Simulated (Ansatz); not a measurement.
# C6H14Si: one species, many methods

How much do the methods differ for C6H14Si? The plan is to run it at one geometry with functionals of several rungs and with coupled cluster, and see how far each lands from CCSD(T) at the basis-set limit for the atomisation energy.

Program: Ansatz 0.2.0, Gaussian basis. Level of theory: functionals in def2-TZVPP, the program's frozen cores in correlated methods. These are calculated values, not measurements.

The runs, in order: LDA (SPW92), PBE-D4, revPBE-D4, BLYP-D4, r2SCAN-D4, B97M-V, PBE0-D4, B3LYP-D4, r2SCANh-D4, r2SCAN0-D4, HSE06-D4, BHLYP-D4, CAM-B3LYP-D4, LC-ωPBE, ωB97X-V, ωB97M-V, B2PLYP, PBE-QIDH; CCSD(T)/def2-SVP; CCSD(T)/def2-TZVPP; MP2/def2-QZVPP; extrapolation to the limit; RPA on PBE.

1 further run of the same task is left out (it didn't finish).

## (1) Structure used throughout

An earlier PBE0-D4 in a triple-zeta def2 set relaxation fixed the geometry.

21 atoms, charge 0, spin multiplicity 1.

Atoms are counted from 1 here; the program's logs count them from 0.

Bond lengths: C1–C2 1.536 Å, C1–H8 1.092 Å, C1–H9 1.098 Å, C1–H10 1.095 Å, C2–C3 1.524 Å, C2–Si4 1.910 Å, C2–H11 1.095 Å, C3–H12 1.095 Å, C3–H13 1.093 Å, C3–H14 1.096 Å, Si4–C5 1.914 Å, C5–C6 1.528 Å, C5–C7 1.523 Å, C5–H15 1.110 Å, C6–H16 1.095 Å, C6–H17 1.095 Å, C6–H18 1.093 Å, C7–H19 1.092 Å and more. Angles: C2–C1–H8 112.4°, C2–C1–H9 111.9°, C2–C1–H10 110.6°, H8–C1–H9 107.6°, H8–C1–H10 107.8°, H9–C1–H10 106.3°, C1–C2–C3 111.0°, C1–C2–Si4 103.9°, C1–C2–H11 108.6°, C3–C2–Si4 112.2°, C3–C2–H11 109.5°, Si4–C2–H11 111.6°, C2–C3–H12 111.2°, C2–C3–H13 111.9°, C2–C3–H14 111.3°, H12–C3–H13 107.1°, H12–C3–H14 107.5°, H13–C3–H14 107.6° and more.

As a file:

```mol
C6H14Si
  3D, bonds by distance, orders not assigned

 21 20  0  0  0  0  0  0  0  0999 V2000
    1.8712   -0.7342    0.5818 C   0  0
    0.9084   -0.9818   -0.5885 C   0  0
    1.2194   -2.3034   -1.2797 C   0  0
   -0.8172   -0.9852    0.2303 Si  0  0
   -1.0891    0.8703    0.6132 C   0  0
   -2.5532    1.1557    0.9426 C   0  0
   -0.5157    1.9217   -0.3284 C   0  0
    1.8068    0.2869    0.9645 H   0  0
    1.6805   -1.4160    1.4214 H   0  0
    2.9068   -0.9109    0.2717 H   0  0
    1.0126   -0.1610   -1.3064 H   0  0
    1.1034   -3.1466   -0.5912 H   0  0
    0.5531   -2.4865   -2.1268 H   0  0
    2.2485   -2.3242   -1.6558 H   0  0
   -0.5257    0.9189    1.5677 H   0  0
   -3.1693    1.1289    0.0383 H   0  0
   -2.6777    2.1477    1.3895 H   0  0
   -2.9660    0.4182    1.6359 H   0  0
    0.5613    1.8146   -0.4693 H   0  0
   -0.6984    2.9328    0.0520 H   0  0
   -0.9841    1.8643   -1.3160 H   0  0
  1  2  8  0
  2  3  8  0
  2  4  8  0
  4  5  8  0
  5  6  8  0
  5  7  8  0
  1  8  8  0
  1  9  8  0
  1 10  8  0
  2 11  8  0
  3 12  8  0
  3 13  8  0
  3 14  8  0
  5 15  8  0
  6 16  8  0
  6 17  8  0
  6 18  8  0
  7 19  8  0
  7 20  8  0
  7 21  8  0
M  END
```

## (2) LDA

This LDA is Slater exchange with PW92 correlation.

Input file in.yaml:

```yaml
crystal:
  periodic: [false, false, false]
  atoms:
    - {symbol: C, position_ang: [1.871226, -0.734186, 0.581773]}
    - {symbol: C, position_ang: [0.908363, -0.981762, -0.588485]}
    - {symbol: C, position_ang: [1.219434, -2.303363, -1.279682]}
    - {symbol: Si, position_ang: [-0.817248, -0.985204, 0.230284]}
    - {symbol: C, position_ang: [-1.089145, 0.870343, 0.613154]}
    - {symbol: C, position_ang: [-2.553186, 1.155688, 0.942569]}
    - {symbol: C, position_ang: [-0.515728, 1.921728, -0.328449]}
    - {symbol: H, position_ang: [1.806787, 0.286941, 0.964526]}
    - {symbol: H, position_ang: [1.680451, -1.415996, 1.421423]}
    - {symbol: H, position_ang: [2.906827, -0.910905, 0.271747]}
    - {symbol: H, position_ang: [1.012590, -0.160959, -1.306386]}
    - {symbol: H, position_ang: [1.103406, -3.146606, -0.591228]}
    - {symbol: H, position_ang: [0.553143, -2.486453, -2.126824]}
    - {symbol: H, position_ang: [2.248516, -2.324182, -1.655795]}
    - {symbol: H, position_ang: [-0.525742, 0.918863, 1.567733]}
    - {symbol: H, position_ang: [-3.169265, 1.128876, 0.038324]}
    - {symbol: H, position_ang: [-2.677730, 2.147654, 1.389455]}
    - {symbol: H, position_ang: [-2.965961, 0.418236, 1.635949]}
    - {symbol: H, position_ang: [0.561328, 1.814600, -0.469336]}
    - {symbol: H, position_ang: [-0.698440, 2.932843, 0.051971]}
    - {symbol: H, position_ang: [-0.984123, 1.864344, -1.316019]}
basis:
  gaussian: {orbitals: def2-TZVPP}
hamiltonian: {xc: lda}
output: {orbitals: {seedname: orbitals}}
```

Launch:

```sh
ansatz run in.yaml --threads 2 --pin off --events-out ev --progress --plain --max-ram 20480MiB --backend cuda --devices 0, --max-vram 18GiB
```

The runs that follow: PBE-D4 (GGA); revPBE-D4 (GGA); BLYP-D4 (GGA); r2SCAN-D4 (meta-GGA); B97M-V (meta-GGA); B3LYP-D4 (hybrid); r2SCANh-D4 (hybrid); r2SCAN0-D4 (hybrid); HSE06-D4 (hybrid); BHLYP-D4 (hybrid); CAM-B3LYP-D4 (range-separated); LC-ωPBE (range-separated); ωB97X-V (range-separated); ωB97M-V (range-separated); B2PLYP (double hybrid); PBE-QIDH (double hybrid); CCSD(T) in def2-SVP; CCSD(T) in def2-TZVPP; MP2 in def2-QZVPP; RPA on PBE orbitals.

**Question.** What will the summary of the whole plan be? Wanted: atomisation energy, CCSD(T)/CBS; farthest beyond LDA; mean size of error, GGA; mean size of error, meta-GGA; mean size of error, hybrid; mean size of error, range-separated; mean size of error, double hybrid; gap, smallest and largest; T1 diagnostic.

The runs gave:

| quantity | value |
| --- | --- |
| atomisation energy, CCSD(T)/CBS | 8089.5 kJ/mol |
| functionals within 40.4 kJ/mol (0.5 %) | revPBE-D4, r2SCAN-D4, B97M-V, B3LYP-D4, r2SCANh-D4, CAM-B3LYP-D4, LC-ωPBE, ωB97X-V, ωB97M-V, PBE-QIDH |
| farthest beyond LDA | BHLYP-D4 (-156.4 kJ/mol) |
| mean size of error, GGA | 65.4 kJ/mol |
| mean size of error, meta-GGA | 13.8 kJ/mol |
| mean size of error, hybrid | 56.8 kJ/mol |
| mean size of error, range-separated | 25.1 kJ/mol |
| mean size of error, double hybrid | 49.4 kJ/mol |
| gap, smallest and largest | 1.73 eV (LDA (SPW92)), 8.41 eV (LC-ωPBE) |
| T1 diagnostic | 0.0107 |
| triples share of the correlation energy | 4.0 % |

**Reading.** LDA overbinds by 1057.8 kJ/mol (13 %). PBE-D4 misses by +132.2 kJ/mol. Double hybrids carry the basis error of their MP2 part in triple zeta, and no dispersion term here, so their miss is partly the set-up's. The rungs meta-GGA, range-separated miss on average by less than the doubt on the reference (40.4 kJ/mol), so they tie. The reference freezes the cores and leaves out relativity and excitations past (T), so misses under about 40.4 kJ/mol can't be ranked. Hartree-Fock recovers 75 % of the binding; the rest is correlation. CCSD(T) in def2-SVP is off by -318.8 kJ/mol, more than most functionals: a good method in a small basis is no reference. Orbital gaps span 1.7 to 8.4 eV; exact exchange widens them. The restricted reference is unstable towards a spin-broken one.
